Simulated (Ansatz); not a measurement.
# CoH+ (doublet): wave-function methods side by side, def2-QZVPP

The task here is to estimate one member of a computed series from the others.

Method: def2-QZVPP, core rule «outside noble gas», up to 9 orbitals frozen; program: Ansatz 0.2.0, Gaussian basis.

Plan: UHF; ROHF; CCSD(T) on UHF.

2 further runs of the same task are left out: 2 set aside as unsound or not needed.

## The geometry

The geometry is a PBE0/def2-TZVP stationary point (not a proven minimum) of the parent state, kept for this charge and spin.

2 atoms, charge 1, spin multiplicity 2.

Atoms are counted from 1 here; the program's logs count them from 0.

Bond lengths: Co1–H2 1.524 Å.

Set-up of the first run:

Input file in.yaml:

```yaml
crystal:
  periodic: [false, false, false]
  atoms:
    - {symbol: Co, position_ang: [0.000000, 0.000000, 0.000000]}
    - {symbol: H, position_ang: [0.000000, 0.000000, 1.524200]}
basis:
  gaussian: {orbitals: "def2-QZVPP.json"}
total_charge: 1
magnetization: {spin_polarized: true, initial_magnetization: 1}
hamiltonian: {xc: hf}
output: {orbitals: {seedname: orbitals}}
```

Started as:

```
> ansatz run in.yaml --threads 1 --pin off --events-out ev --progress --plain --max-ram 4096MiB --backend cpu
```

Steps of the session up to this table: UHF; ROHF; CCSD(T) on UHF.

One table of the session follows, with a row left open; its other results are not shown here.

```
  method  from UCCSD(T) (meV)
    ROHF              +9537.8
     UHF              +8544.5
    UMP2                    ?
   UCCSD               +470.2
UCCSD(T)                    0
```

Estimate the missing values for UMP2.

**Answer.** from UCCSD(T) (meV): +1149.6. In the column «from UCCSD(T) (meV)» it lies between UCCSD (+470.2) and UHF (+8544.5).

The program flags UCCSD(T) as in doubt (see the logs), so the zero of the table is itself unsure.

Caveats from the session: The determinant is far from a pure spin state, so its energy mixes those of several spin states (harmless only where they are near-degenerate, as at dissociation). The program flags UCCSD(T) as in doubt, so the zero of the table is itself unsure.
